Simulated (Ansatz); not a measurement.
**CuPd: a single-point run**

Wanted: a converged single-point run for CuPd, and a check of what comes out. The structure is shown as the input types it.

Method: DFT, r2SCAN, all-electron PAW with datasets made for the crystal, scalar-relativistic, in Ansatz 0.2.0.

## 1. The structure to begin with

The structure is trigonal, space group R-3m (No. 166). Conventional cell: a = 2.167 Å, b = 2.167 Å, c = 10.125 Å, α = 90.00°, β = 90.00°, γ = 120.00°. Cu (site symmetry -3m) has 6 Pd at 2.10 Å and 6 Cu at 2.17 Å as nearest neighbours. Pd (site symmetry -3m) has 6 Cu at 2.10 Å and 6 Pd at 2.17 Å as nearest neighbours.

As a file:

```cif
data_structure
_symmetry_space_group_name_H-M 'R-3m:H'
_symmetry_Int_Tables_number 166
_cell_length_a 2.1673
_cell_length_b 2.1673
_cell_length_c 10.1255
_cell_angle_alpha 90.000
_cell_angle_beta 90.000
_cell_angle_gamma 120.000
_cell_volume 41.19
loop_
_atom_site_label
_atom_site_type_symbol
_atom_site_symmetry_multiplicity
_atom_site_Wyckoff_symbol
_atom_site_fract_x
_atom_site_fract_y
_atom_site_fract_z
_atom_site_occupancy
Cu1 Cu 3 a 0.00000 0.00000 0.00000 1
Pd1 Pd 3 b 0.66667 0.33333 0.83333 1
```

## 2. The run

Input file input.yaml:

```yaml
crystal:
  lattice:
    - [1.08366128, 0.62565213, 3.37516384]
    - [-1.08366128, 0.62565213, 3.37516384]
    - [0.0, -1.25130427, 3.37516384]
  atoms:
    - { symbol: Cu, position: [0.0, 0.0, 0.0] }
    - { symbol: Pd, position: [0.5, 0.5, 0.5] }
kpoints:
  mp_grid: { grid: [15, 15, 15] }
scf:
  occupations: { method: fermi_dirac, width: 0.05 }
  max_iter: 50
hamiltonian:
  xc: r2scan
  pseudopotentials: { kind: all_electron, datasets: crystal }
output:
  forces: true
  stress: true
  eigenvalues: true
  efg: { contact_densities: true }
```

Started as:

```sh
ansatz run input.yaml --threads 1 --pin off --max-ram 2048MiB --backend cpu --events-out ev --progress --plain --runs-dir out
```

What happens when this is run?

The program finished normally, with warnings (crystal datasets made, gradients without spin orbit). It gives a pressure of 619 GPa, which is large; a structure far from rest gives such values too, whatever the setting.

All distances are much too short, so cores begin to overlap. The shortest distance in the input is 2.10 Å, between atoms 1 (Cu) and 2 (Pd).

Fix: use the intended lattice or bond lengths.
